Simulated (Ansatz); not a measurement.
# CH9BSSi2: the cost of one run

Program: Ansatz 0.2.0. Level of theory: RKS LDA/def2-SVP. These are calculated values, not measurements.

**1. The system as given**

Bond lengths: B1–S2 1.831 Å, S2–Si3 2.147 Å, Si3–Si4 2.225 Å, Si4–C5 1.813 Å, B1–H6 1.243 Å, B1–H7 1.163 Å, Si3–H8 1.535 Å, Si3–H9 1.444 Å, Si4–H10 1.437 Å, Si4–H11 1.544 Å, C5–H12 1.082 Å, C5–H13 1.054 Å, C5–H14 1.154 Å. Angles (14 of 22 angles, heavy atoms first): B1–S2–Si3 91.0°, S2–Si3–Si4 110.8°, Si3–Si4–C5 112.0°, S2–B1–H6 119.9°, S2–B1–H7 122.6°, S2–Si3–H8 107.4°, S2–Si3–H9 109.3°, Si4–Si3–H8 105.5°, Si4–Si3–H9 114.4°, Si3–Si4–H10 109.6°, Si3–Si4–H11 104.9°, C5–Si4–H10 113.0°, C5–Si4–H11 109.0°, Si4–C5–H12 112.0°.

Structure file:

```xyz
14

B    -1.9549    0.2630    1.7635
S    -0.2011    0.3641    2.2780
Si    0.3391   -1.1642    0.8703
Si    0.3210   -0.3685   -1.2072
C     1.2891    1.1566   -1.3578
H    -2.3830    1.0114    0.8682
H    -2.7247   -0.4292    2.2926
H     1.7986   -1.5502    1.1479
H    -0.5032   -2.3188    1.0733
H     0.7452   -1.3938   -2.1198
H    -1.1617   -0.0530   -1.4983
H     1.2486    1.5657   -2.3586
H     2.2923    0.9481   -1.1094
H     0.8817    1.9397   -0.6138
```

**2. End point A**

File input.yaml:

```yaml
crystal:
  periodic: [false, false, false]
  atoms:
    - { symbol: B, position_ang: [-1.9549, 0.263, 1.7635] }
    - { symbol: S, position_ang: [-0.2011, 0.3641, 2.278] }
    - { symbol: Si, position_ang: [0.3391, -1.1642, 0.8703] }
    - { symbol: Si, position_ang: [0.321, -0.3685, -1.2072] }
    - { symbol: C, position_ang: [1.2891, 1.1566, -1.3578] }
    - { symbol: H, position_ang: [-2.383, 1.0114, 0.8682] }
    - { symbol: H, position_ang: [-2.7247, -0.4292, 2.2926] }
    - { symbol: H, position_ang: [1.7986, -1.5502, 1.1479] }
    - { symbol: H, position_ang: [-0.5032, -2.3188, 1.0733] }
    - { symbol: H, position_ang: [0.7452, -1.3938, -2.1198] }
    - { symbol: H, position_ang: [-1.1617, -0.053, -1.4983] }
    - { symbol: H, position_ang: [1.2486, 1.5657, -2.3586] }
    - { symbol: H, position_ang: [2.2923, 0.9481, -1.1094] }
    - { symbol: H, position_ang: [0.8817, 1.9397, -0.6138] }
basis:
  gaussian: { orbitals: def2-SVP }
hamiltonian:
  xc: lda
relax:
  f_tol: 0.015
  max_steps: 40
```

The run is started by

```
> ansatz run input.yaml --threads 2 --pin off --max-ram 3072MiB --backend cpu --events-out ev --progress --plain --runs-dir out
```

Q: Estimate wall time and peak memory on 2 threads of Arm Neoverse V2, shared host.

About 30 s, with a peak of 0.17 GiB.
